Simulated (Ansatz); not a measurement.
# H2I2O2Ti: the cost of one run

The runs use Ansatz 0.2.0, Gaussian basis; functionals in def2-TZVPP, the program's frozen cores in correlated methods.

The runs, in order: LDA (SPW92), PBE-D4, revPBE-D4, BLYP-D4, r2SCAN-D4, B97M-V, PBE0-D4, B3LYP-D4, r2SCANh-D4, r2SCAN0-D4, HSE06-D4, BHLYP-D4, CAM-B3LYP-D4, LC-ωPBE, ωB97X-V, ωB97M-V, B2PLYP, PBE-QIDH; CCSD(T)/def2-SVP; MP2/def2-TZVPP; MP2/def2-QZVPP; RPA on PBE.

## Step 1: Structure used throughout

All runs share one geometry, relaxed beforehand with PBE0-D4 in a triple-zeta def2 set. I takes the def2 core potential; no spin-orbit term is included.

SMILES `[OH][Ti]([OH])([I])[I]`, 7 atoms, charge 0, spin multiplicity 1.

Atoms are counted from 1 here; the program's logs count them from 0.

Bond lengths: O1–Ti2 1.754 Å, O1–H6 0.958 Å, Ti2–O3 1.764 Å, Ti2–I4 2.573 Å, Ti2–I5 2.573 Å, O3–H7 0.959 Å. Angles: Ti2–O1–H6 143.4°, O1–Ti2–O3 110.2°, O1–Ti2–I4 108.7°, O1–Ti2–I5 108.7°, O3–Ti2–I4 110.2°, O3–Ti2–I5 110.2°, I4–Ti2–I5 108.9°, Ti2–O3–H7 135.1°.

## Step 2: LDA

This LDA is Slater exchange with PW92 correlation.

in.yaml

```yaml
crystal:
  periodic: [false, false, false]
  atoms:
    - {symbol: O, position_ang: [-0.899380, -0.074367, 1.190596]}
    - {symbol: Ti, position_ang: [0.038770, 0.122660, -0.278044]}
    - {symbol: O, position_ang: [1.486609, -0.882586, -0.214601]}
    - {symbol: I, position_ang: [-1.420354, -0.550626, -2.287104]}
    - {symbol: I, position_ang: [0.689725, 2.600176, -0.516527]}
    - {symbol: H, position_ang: [-1.697585, 0.209349, 1.637555]}
    - {symbol: H, position_ang: [1.863515, -1.492608, 0.422525]}
basis:
  gaussian: {orbitals: def2-TZVPP}
hamiltonian: {xc: lda}
output: {orbitals: {seedname: orbitals}}
```

On the command line:

```console
$ ansatz run in.yaml --threads 4 --pin off --events-out ev --progress --plain --max-ram 11315MiB
```

Q: Estimate wall time and peak memory on 4 threads of Intel Xeon Platinum 8488C, shared host.

About 3.4 s, with a peak of 0.41 GiB.
